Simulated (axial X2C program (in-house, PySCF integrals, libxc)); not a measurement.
**MoS: bond curves with and without spin–orbit coupling**

What are the state, bond length, wavenumber and bond energy of MoS, and what does spin–orbit coupling change?

The runs use an in-house X2C program for linear molecules on PySCF integrals; all-electron X2C, Mo dyall-cv3z, S dyall-av3z.

All values are calculated.

### 1 The job

File task.json:

```json
{"zs": [42, 16], "q": 0, "bas": ["dyall-cv3z", "dyall-av3z"], "levels": ["PBE0", "HF", "LDA"], "cc": true, "r0": 2.15, "thr": -1.0, "nmax": 90, "npts": 10, "nst": 2, "ntry": 6}
```

Keys: zs atomic numbers; q charge; bas basis sets; levels methods (HF also brings MP2); cc coupled cluster on or off; r0 starting distance in Å; thr threshold in hartree for freezing inner shells (an s shell follows its p shell); nmax most natural virtual spinors; npts points asked for on the curve; nst determinants followed; ntry starts of the search.

On the command line:

```sh
$ python so2c.py task.json out
```

Spin-free means the one-electron spin-free X2C Hamiltonian; two-component (2c) means X2C with spin–orbit coupling and atomic mean-field two-electron Coulomb and Gaunt terms. Basis: Mo dyall-cv3z contracted to [11s12p9d5f3g], S dyall-av3z contracted to [9s8p3d2f]; Gaussian nuclei, density fitting. Masses: Mo 97.905 u, S 31.972 u.

Notation: σ, π±, δ± give the projection m of an orbital's angular momentum (0, ±1, ±2), α and β its spin, Λ and M_S the sums; ω is the projection of a spinor's total angular momentum and Ω the sum. Logs are in hartree.

The results follow Hamiltonian by Hamiltonian and level by level.

### 2 Which state to follow

Determinants are compared with PBE0 at 2.150 Å.

Spin-free determinants:

```
ΔE (eV)           state                               open shells
   0.00  M_S = 2, Λ = 1   beyond closed shells: σα, π+α, δ+α, δ-α
   0.95  M_S = 2, Λ = 0  beyond closed shells: π+α, π-α, δ+α, δ-α
   0.97  M_S = 1, Λ = 1   beyond closed shells: σα, π+β, δ+α, δ-α
   1.04  M_S = 1, Λ = 0            beyond closed shells: δ+α, δ-α
   1.27  M_S = 2, Λ = 0    beyond closed shells: 2 × σα, δ+α, δ-α
   1.40  M_S = 1, Λ = 1   beyond closed shells: σβ, π+α, δ+α, δ-α
   1.48  M_S = 1, Λ = 2   beyond closed shells: σα, δ+α, δ+β, δ-α
```

Two-component determinants:

```json
{"ΔE (eV)": "0.00", "state": "Ω = 1", "open shells": "excess of +ω over −ω: ω = -3/2, ω = 5/2"}
{"ΔE (eV)": "0.08", "state": "Ω = 3", "open shells": "excess of +ω over −ω: ω = 1/2, ω = 5/2"}
{"ΔE (eV)": "0.97", "state": "Ω = 2", "open shells": "excess of +ω over −ω: 2 × ω = 1/2, ω = -3/2, ω = 5/2"}
{"ΔE (eV)": "0.99", "state": "Ω = 2", "open shells": "excess of +ω over −ω: ω = -1/2, ω = 5/2"}
{"ΔE (eV)": "1.05", "state": "Ω = 0", "open shells": "excess of +ω over −ω: ω = -1/2, 2 × ω = 3/2, ω = -5/2"}
{"ΔE (eV)": "1.40", "state": "Ω = 0", "open shells": "excess of +ω over −ω: 2 × ω = 1/2, ω = 3/2, ω = -5/2"}
{"ΔE (eV)": "1.59", "state": "Ω = 1", "open shells": "excess of +ω over −ω: ω = -1/2, ω = 3/2"}
```

### 3 PBE0, spin-free

State followed: M_S = 2, Λ = 1 (beyond closed shells: σα, π+α, δ+α, δ-α). The scan is laid around 2.139 Å, a first estimate of the minimum, and this SCF restarts from the orbitals of the search.

Output at 2.139 Å:

```text
spin-free X2C-1e  PBE0
basis functions 216  fitting functions 999  grid points 5079
iter        total energy     max residual
   1      -4446.553158341     3.11e+00
   2      -4447.287436024     8.15e-02
   3      -4447.299471308     2.70e-02
   4      -4447.301290492     1.91e-02
   5      -4447.302230053     1.41e-02
   6      -4447.302334968     1.24e-02
   7      -4447.302756710     6.46e-04
   8      -4447.302758002     2.75e-04
   9      -4447.302758719     1.22e-04
  10      -4447.302758792     3.08e-05
  11      -4447.302758819     2.18e-05
  12      -4447.302758821     6.62e-06
converged
one-electron -6467.33763675  Coulomb 2003.96778288  exact exchange -36.92647607  xc functional -113.25565083  nuclear repulsion 166.24922194
```

Along the bond, energies from the lowest point:

```csv
R (Å),E (eV),μ (D),HOMO (eV),LUMO (eV),iterations
2.011,0.1773,-3.74,-5.11,-3.07,37
2.075,0.0312,-4.08,-5.24,-3.20,31
2.139,0.0000,-4.39,-5.34,-3.32,12
2.214,0.0654,-4.69,-5.43,-3.43,33
2.289,0.2004,-4.92,-5.50,-3.51,33
2.385,0.4292,-5.12,-5.56,-3.55,38
```

Dipoles are positive if S is the positive end.

Outer orbitals at the reference distance:

| symmetry | occupied | ε (eV) | atomic character |
| --- | --- | --- | --- |
| σβ | yes | -18.30 | 68% S s, 12% Mo d, 10% Mo p |
| σα | yes | -17.92 | 68% S s, 13% Mo d, 9% Mo p |
| σα | yes | -8.76 | 51% S p, 40% Mo d, 5% S s |
| π+α | yes | -8.51 | 59% Mo d, 36% S p |
| σβ | yes | -8.32 | 70% S p, 19% Mo d, 4% Mo s |
| π-α | yes | -7.92 | 54% Mo d, 39% S p |
| π-β | yes | -7.56 | 68% S p, 21% Mo d, 5% Mo f |
| π+β | yes | -7.56 | 68% S p, 21% Mo d, 5% Mo f |
| δ+α | yes | -7.13 | 98% Mo d |
| δ-α | yes | -7.06 | 98% Mo d |
| σα | yes | -6.20 | 46% Mo s, 26% Mo d, 21% S p |
| π+α | yes | -5.34 | 42% S p, 36% Mo d, 14% Mo p |
| π-α | no | -3.32 | 39% Mo d, 36% S p, 18% Mo p |
| σα | no | -2.33 | 44% Mo p, 18% Mo s, 17% Mo d |
| σβ | no | -2.07 | 56% Mo s, 22% Mo d, 9% S p |
| π+β | no | -1.36 | 69% Mo d, 11% S p, 11% Mo p |

PBE0 fields in the half plane through the axis: z from -2.4 to 4.5 Å across, distance from the axis 0.15 to 2.25 Å upwards; Mo lies at z = 0 and S at z = 2.139 Å; the ELF is damped to zero where the density is low.

log10 density (e/bohr³). Ten even steps from '0' (-4.59 ) to '9' (1.66 ):
```
011122222222222222211000
111223333333333332221100
112233334333333333322110
122334444444444444332211
122334555554455555443221
122345566655555555543321
123345677765566666544321
123345789866667976554321
```

ELF. Ten even steps from '0' (0.00 ) to '9' (0.89 ):
```
000123444321111111000000
001244544332223333210000
001344554333345565431000
001234444323567887653100
001123455423689999875200
000013578733798899986310
000014873763781118997410
000016836374754882998520
```

Re = 2.128 Å, ωe = 487 cm⁻¹, ωexe = 2.68 cm⁻¹, Be = 0.1545 cm⁻¹, De = 3.57 eV, μ = -4.34 D.

### 4 HF, spin-free

Output at 2.139 Å:

```text
spin-free X2C-1e  HF
basis functions 216  fitting functions 999  grid points 5079
iter        total energy     max residual
   1      -4444.826536196     3.90e-01
   2      -4444.856330133     1.57e-02
   3      -4444.860749272     8.68e-02
   4      -4444.864131486     2.59e-02
   5      -4444.867331087     2.98e-02
   6      -4444.869215611     4.17e-02
   7      -4444.870512974     2.55e-02
   8      -4444.871313753     3.78e-03
   9      -4444.871488193     7.04e-03
  10      -4444.871610385     3.40e-03
  11      -4444.871628724     5.28e-04
  12      -4444.871635583     9.12e-04
  13      -4444.871638577     7.41e-04
  14      -4444.871639795     1.15e-04
  15      -4444.871640001     5.93e-05
  16      -4444.871640036     5.30e-05
  17      -4444.871640040     9.12e-06
  18      -4444.871640041     3.04e-06
  19      -4444.871640041     3.20e-06
  20      -4444.871640041     8.21e-07
converged
one-electron -6467.13964415  Coulomb 2003.90581008  exact exchange -147.88702791  xc functional 0.00000000  nuclear repulsion 166.24922194
```

No constants are quoted: the lowest point is the long end of the scan.

### 5 LDA, spin-free

The SCF at the reference distance of 2.139 Å:

```text
spin-free X2C-1e  LDA
basis functions 216  fitting functions 999  grid points 5079
iter        total energy     max residual
   1      -4441.669803937     7.67e-01
   2      -4441.679032154     4.29e-02
   3      -4441.684982675     2.58e-01
   4      -4441.686923002     1.40e-02
   5      -4441.687272636     6.26e-02
   6      -4441.687572666     1.26e-02
   7      -4441.687584413     3.35e-03
   8      -4441.687590520     2.45e-03
   9      -4441.687590952     3.73e-04
  10      -4441.687591003     1.57e-04
  11      -4441.687591005     4.93e-05
  12      -4441.687591005     6.31e-06
converged
one-electron -6466.70491440  Coulomb 2003.20918930  exact exchange 0.00000000  xc functional -144.44108785  nuclear repulsion 166.24922194
```

Re = 2.099 Å, ωe = 534 cm⁻¹, ωexe = 1.76 cm⁻¹, Be = 0.1588 cm⁻¹, De = 5.11 eV, μ = -3.36 D.

### 6 Correlated methods, spin-free

Correlated methods: 12 electrons correlated (frozen shells, counted by type: Mo 4 s, 3 p, 1 d; S 2 s, 1 p), 292 virtual spinors in MP2, 90 natural virtuals in coupled cluster.

Output of the correlated part at 2.139 Å:

```text
correlated 12  virtual 292  natural virtual 90  E(MP2) -0.279152135  MP2 remainder -0.012420259
iter   CCSD correlation   residual
   1     -0.279011309   1.36e-01
   2     -0.287261660   7.57e-02
   3     -0.293034100   5.03e-02
   4     -0.296234262   3.22e-02
   5     -0.297692322   1.43e-02
   6     -0.297973814   5.74e-03
   7     -0.298093272   1.95e-03
   8     -0.298061876   8.18e-04
   9     -0.298063253   3.52e-04
  10     -0.298063717   1.52e-04
  11     -0.298063853   6.10e-05
  12     -0.298064792   2.81e-05
  13     -0.298064148   1.40e-05
  14     -0.298064085   7.00e-06
  15     -0.298064052   3.09e-06
  16     -0.298064092   1.37e-06
  17     -0.298064135   5.75e-07
  18     -0.298064149   2.44e-07
(T) -0.016940151  T1 0.0875  D1 0.2471  max T2 0.079
```

T1 in the output is the amplitude norm over the root of the electron number; divide by √2 for the Lee–Taylor value.

MP2: No constants are quoted: the lowest point is the short end of the scan.

CCSD: Re = 2.153 Å, ωe = 427 cm⁻¹, Be = 0.1509 cm⁻¹, De = 3.02 eV. T1 at Re = 0.062 (Lee–Taylor, the printed value over √2).

CCSD(T): Re = 2.133 Å, ωe = 457 cm⁻¹, ωexe = 3.1 cm⁻¹, Be = 0.1538 cm⁻¹, De = 3.27 eV. T1 at Re = 0.062 (Lee–Taylor, the printed value over √2).

### 7 A higher determinant, spin-free

State: M_S = 2, Λ = 0 (beyond closed shells: π+α, π-α, δ+α, δ-α).

Output at the reference distance:

```text
spin-free X2C-1e  PBE0
basis functions 216  fitting functions 999  grid points 5079
iter        total energy     max residual
   1      -4446.547574079     3.10e+00
   2      -4447.256020789     6.66e-02
   3      -4447.263764737     2.45e-02
   4      -4447.266751953     1.82e-02
   5      -4447.266891077     7.12e-03
   6      -4447.267168584     1.08e-02
   7      -4447.267432081     2.54e-03
   8      -4447.267448834     3.34e-04
   9      -4447.267450146     2.49e-04
  10      -4447.267450395     6.36e-05
  11      -4447.267450408     6.54e-06
  12      -4447.267450409     3.13e-06
converged
one-electron -6468.59618338  Coulomb 2005.33025435  exact exchange -36.94452917  xc functional -113.30621415  nuclear repulsion 166.24922194
```

```csv
R (Å),E above the lowest PBE0 point (eV)
2.011,1.285
2.075,1.057
2.139,0.961
2.214,0.976
2.289,1.093
2.385,1.346
```

Re = 2.166 Å, ωe = 501 cm⁻¹, Be = 0.1491 cm⁻¹, μ = -6.02 D. Te = 0.95 eV.

### 8 The spin-free curves together

Energy (eV) of the followed determinant, spin-free, from each level's lowest point:

```csv
R (Å),PBE0,HF,MP2 (spin-contaminated),CCSD,CCSD(T),LDA
2.011,0.177,0.945,0.000,0.221,0.178,0.105
2.075,0.031,0.606,0.001,0.057,0.035,0.000
2.139,0.000,0.357,0.035,0.000,0.000,0.012
2.214,0.065,0.161,0.090,0.025,0.051,0.133
2.289,0.200,0.049,0.166,0.111,0.164,0.335
2.385,0.429,0.000,0.296,0.270,0.354,0.666
```

### 9 PBE0, 2c

State followed: Ω = 1 (excess of +ω over −ω: ω = -3/2, ω = 5/2). The scan is laid around 2.139 Å, a first estimate of the minimum, and this SCF restarts from the orbitals of the search.

The SCF at the reference distance of 2.139 Å:

```text
two-component X2C + atomic mean field  PBE0
basis functions 216  fitting functions 999  grid points 5079
iter        total energy     max residual
   1      -4444.834997373     2.69e+00
   2      -4445.625108471     6.75e-02
   3      -4445.636633673     2.27e-02
   4      -4445.638389044     1.55e-02
   5      -4445.639325993     1.15e-02
   6      -4445.639457011     9.83e-03
   7      -4445.639854007     3.40e-04
   8      -4445.639855140     2.28e-04
   9      -4445.639855883     7.26e-05
  10      -4445.639855963     2.61e-05
  11      -4445.639855992     1.16e-05
  12      -4445.639855994     5.92e-06
converged
one-electron -6462.90766609  Coulomb 2003.09425338  exact exchange -36.91015721  xc functional -113.20629733  nuclear repulsion 166.24922194  atomic mean-field constant -1.95921068
```

Along the bond, energies from the lowest point:

```csv
R (Å),E (eV),μ (D),HOMO (eV),LUMO (eV),iterations
2.011,0.1760,-3.73,-5.15,-3.02,43
2.075,0.0305,-4.07,-5.28,-3.16,36
2.139,0.0000,-4.38,-5.38,-3.28,12
2.214,0.0665,-4.69,-5.47,-3.39,33
2.289,0.2031,-4.91,-5.54,-3.47,34
2.385,0.4342,-5.12,-5.60,-3.52,39
```

Dipoles are positive if S is the positive end.

Outer spinors at the reference distance:

```tsv
ω	occupied	ε (eV)	atomic character	λ mixture
-1/2	yes	-18.30	68% S s, 12% Mo d, 10% Mo p	100% σ
1/2	yes	-17.92	68% S s, 13% Mo d, 9% Mo p	100% σ
1/2	yes	-8.76	51% S p, 40% Mo d, 5% S s	100% σ
-1/2	yes	-8.54	59% Mo d, 36% S p	98% π, 2% σ
-1/2	yes	-8.31	70% S p, 20% Mo d, 4% Mo s	98% σ, 2% π
3/2	yes	-7.88	54% Mo d, 39% S p, 2% Mo f	100% π
1/2	yes	-7.59	68% S p, 21% Mo d, 5% Mo f	100% π
-3/2	yes	-7.54	67% S p, 23% Mo d, 5% Mo f	98% π, 2% δ
-3/2	yes	-7.21	97% Mo d	98% δ, 2% π
5/2	yes	-6.98	98% Mo d	100% δ
1/2	yes	-6.19	46% Mo s, 26% Mo d, 21% S p	100% σ
-1/2	yes	-5.38	42% S p, 36% Mo d, 14% Mo p	100% π
3/2	no	-3.28	39% Mo d, 36% S p, 18% Mo p	100% π
1/2	no	-2.32	44% Mo p, 18% Mo s, 17% Mo d	100% σ
-1/2	no	-2.07	56% Mo s, 22% Mo d, 9% S p	100% σ
1/2	no	-1.39	69% Mo d, 11% S p, 11% Mo p	100% π
```

PBE0 fields in the half plane through the axis: z from -2.4 to 4.5 Å across, distance from the axis 0.15 to 2.25 Å upwards; Mo lies at z = 0 and S at z = 2.139 Å; the ELF is damped to zero where the density is low.

log10 density (e/bohr³). Ten even steps from '0' (-4.60 ) to '9' (1.66 ):
```
011122222222222222211000
111223333333333332221100
112233334333333333322110
122334444444444444332211
122334555554455555443221
122345566655555555543321
123345677765566666544321
123345789866667976554321
```

ELF. Ten even steps from '0' (0.00 ) to '9' (0.89 ):
```
000123444321111111000000
001244544332223333210000
001344554333345565431000
001234444323567887653100
000123455423689999875200
000013578733798899986310
000014873763781118997410
000016836374754882998520
```

Re = 2.127 Å, ωe = 488 cm⁻¹, ωexe = 2.67 cm⁻¹, Be = 0.1546 cm⁻¹, De = 3.61 eV, μ = -4.33 D.

### 10 HF, 2c

The SCF at the reference distance of 2.139 Å:

```text
two-component X2C + atomic mean field  HF
basis functions 216  fitting functions 999  grid points 5079
iter        total energy     max residual
   1      -4443.164030289     3.89e-01
   2      -4443.193815026     1.57e-02
   3      -4443.198209529     8.65e-02
   4      -4443.201564026     2.55e-02
   5      -4443.204704201     2.94e-02
   6      -4443.206586137     4.15e-02
   7      -4443.207867142     2.55e-02
   8      -4443.208673444     3.76e-03
   9      -4443.208848351     7.02e-03
  10      -4443.208971869     3.43e-03
  11      -4443.208990318     5.24e-04
  12      -4443.208997173     9.05e-04
  13      -4443.209000183     7.42e-04
  14      -4443.209001432     1.19e-04
  15      -4443.209001651     6.05e-05
  16      -4443.209001691     5.63e-05
  17      -4443.209001698     9.98e-06
  18      -4443.209001701     1.17e-05
  19      -4443.209001703     1.63e-05
  20      -4443.209001704     7.82e-06
  21      -4443.209001704     1.22e-06
converged
one-electron -6462.70137919  Coulomb 2003.02350398  exact exchange -147.82113776  xc functional 0.00000000  nuclear repulsion 166.24922194  atomic mean-field constant -1.95921068
```

No constants are quoted: the lowest point is the long end of the scan.

### 11 LDA, 2c

Output at 2.139 Å:

```text
two-component X2C + atomic mean field  LDA
basis functions 216  fitting functions 999  grid points 5079
iter        total energy     max residual
   1      -4440.008745383     7.67e-01
   2      -4440.017911100     4.29e-02
   3      -4440.023898420     2.59e-01
   4      -4440.025852647     1.43e-02
   5      -4440.026199938     6.27e-02
   6      -4440.026502588     1.26e-02
   7      -4440.026514770     3.40e-03
   8      -4440.026521164     2.53e-03
   9      -4440.026521781     2.74e-04
  10      -4440.026521947     3.82e-04
  11      -4440.026522062     8.97e-05
  12      -4440.026522077     1.66e-05
  13      -4440.026522078     6.72e-06
converged
one-electron -6462.27804365  Coulomb 2002.33882733  exact exchange 0.00000000  xc functional -144.37731702  nuclear repulsion 166.24922194  atomic mean-field constant -1.95921068
```

Re = 2.099 Å, ωe = 535 cm⁻¹, ωexe = 1.75 cm⁻¹, Be = 0.1588 cm⁻¹, De = 5.14 eV, μ = -3.35 D.

### 12 MP2 and beyond, 2c

Correlated methods: 12 electrons correlated (frozen shells, counted by type: Mo 4 s, 3 p, 1 d; S 2 s, 1 p), 292 virtual spinors in MP2, 90 natural virtuals in coupled cluster.

Output of the correlated part at 2.139 Å:

```text
correlated 12  virtual 292  natural virtual 90  E(MP2) -0.279369950  MP2 remainder -0.012434573
iter   CCSD correlation   residual
   1     -0.279126656   1.36e-01
   2     -0.287376643   7.57e-02
   3     -0.293148956   5.02e-02
   4     -0.296321901   3.21e-02
   5     -0.297765126   1.42e-02
   6     -0.298040430   5.65e-03
   7     -0.298157293   1.92e-03
   8     -0.298126639   8.01e-04
   9     -0.298127823   3.44e-04
  10     -0.298128371   1.48e-04
  11     -0.298128455   5.94e-05
  12     -0.298129374   2.75e-05
  13     -0.298128735   1.37e-05
  14     -0.298128657   6.83e-06
  15     -0.298128619   3.03e-06
  16     -0.298128656   1.36e-06
  17     -0.298128699   5.81e-07
  18     -0.298128714   2.50e-07
(T) -0.016948526  T1 0.0872  D1 0.2455  max T2 0.079
```

MP2: No constants are quoted: the lowest point is the short end of the scan.

CCSD: Re = 2.151 Å, ωe = 429 cm⁻¹, Be = 0.1511 cm⁻¹, De = 3.04 eV. T1 at Re = 0.062 (Lee–Taylor, the printed value over √2).

CCSD(T): Re = 2.132 Å, ωe = 459 cm⁻¹, ωexe = 3.07 cm⁻¹, Be = 0.1539 cm⁻¹, De = 3.29 eV. T1 at Re = 0.061 (Lee–Taylor, the printed value over √2).

### 13 A higher determinant, 2c

State: Ω = 3 (excess of +ω over −ω: ω = 1/2, ω = 5/2).

Output at the reference distance:

```text
two-component X2C + atomic mean field  PBE0
basis functions 216  fitting functions 999  grid points 5079
iter        total energy     max residual
   1      -4444.831885261     2.69e+00
   2      -4445.622032583     6.75e-02
   3      -4445.633554980     2.27e-02
   4      -4445.635268644     1.56e-02
   5      -4445.636233829     1.16e-02
   6      -4445.636380902     9.76e-03
   7      -4445.636774934     3.46e-04
   8      -4445.636776076     2.28e-04
   9      -4445.636776823     7.36e-05
  10      -4445.636776905     2.64e-05
  11      -4445.636776934     1.17e-05
  12      -4445.636776936     5.98e-06
converged
one-electron -6462.89895710  Coulomb 2003.08847280  exact exchange -36.91010153  xc functional -113.20620236  nuclear repulsion 166.24922194  atomic mean-field constant -1.95921068
```

```csv
R (Å),E above the lowest PBE0 point (eV)
2.011,0.262
2.075,0.116
2.139,0.084
2.214,0.148
2.289,0.281
2.385,0.506
```

Re = 2.128 Å, ωe = 484 cm⁻¹, ωexe = 2.7 cm⁻¹, Be = 0.1544 cm⁻¹, μ = -4.35 D. Te = 0.08 eV.

### 14 The 2c curves together

Energy (eV) of the followed determinant, 2c, from each level's lowest point:

```csv
R (Å),PBE0,HF,MP2 (spin-contaminated),CCSD,CCSD(T),LDA
2.011,0.176,0.932,0.000,0.220,0.175,0.104
2.075,0.030,0.596,0.001,0.056,0.034,0.000
2.139,0.000,0.350,0.037,0.000,0.000,0.012
2.214,0.067,0.156,0.097,0.027,0.053,0.134
2.289,0.203,0.046,0.176,0.114,0.167,0.336
2.385,0.434,0.000,0.309,0.276,0.360,0.669
```

Time for the job: 3.5 min (1 thread of INTEL XEON PLATINUM 8581C at 2.10GHz (Emerald Rapids), shared host); peak memory 0.79 GiB.

### 15 Results

Lowest determinant that the search found at its distance, spin-free: M_S = 2, Λ = 1 (beyond closed shells: σα, π+α, δ+α, δ-α).

Lowest determinant that the search found at its distance, 2c: Ω = 1 (excess of +ω over −ω: ω = -3/2, ω = 5/2).

| Hamiltonian | level | Re (Å) | ωe (cm⁻¹) | De (eV) | μ (D) |
| --- | --- | --- | --- | --- | --- |
| spin-free | PBE0 | 2.128 | 487 | 3.57 | -4.34 |
| spin-free | CCSD | 2.153 | 427 | 3.02 | n/a |
| spin-free | CCSD(T) | 2.133 | 457 | 3.27 | n/a |
| spin-free | LDA | 2.099 | 534 | 5.11 | -3.36 |
| 2c | PBE0 | 2.127 | 488 | 3.61 | -4.33 |
| 2c | CCSD | 2.151 | 429 | 3.04 | n/a |
| 2c | CCSD(T) | 2.132 | 459 | 3.29 | n/a |
| 2c | LDA | 2.099 | 535 | 5.14 | -3.35 |

Dipoles are positive if S is the positive end. No constants: spin-free HF (the lowest point is the long end of the scan); spin-free MP2 (the lowest point is the short end of the scan); 2c HF (the lowest point is the long end of the scan); 2c MP2 (the lowest point is the short end of the scan).

Time per point (s) on 1 thread of INTEL XEON PLATINUM 8581C at 2.10GHz (Emerald Rapids), shared host (2c runs; CCSD comes with the CCSD(T) run); the times are rough: PBE0 2.3, CCSD(T) 8.5, LDA 0.78.

**Reading.** At CCSD(T), going from spin-free to two-component changes Re by -1 mÅ, ωe by +0.3 %; the spin-free picture holds up (part of it comes from the scalar share of the two-electron terms). De moves by +0.01 eV; both De rest on single-determinant atoms, which can miss part of an open shell's spin–orbit lowering.

De refers to Mo + S, each in the lowest determinant found, which need not be this curve's own limit. The state is a single determinant with fixed occupations, the lowest that a limited PBE0 search found. De is counted from the lowest determinant-based energies of the atoms at the same level, without counterpoise correction. Density functionals use the spin component along the axis (collinear). Coupled cluster ran in a truncated set of natural virtual spinors; the MP2 energy of the rest was added. With several unpaired electrons one determinant need not be a pure state. The spin-free determinant is spin-contaminated at some levels. With the outer-core shells frozen, correlated bond lengths of heavy atoms tend to come out a few hundredths of an ångström too long. T1 at Re is 0.062 (Lee–Taylor), above the customary mark of 0.02.
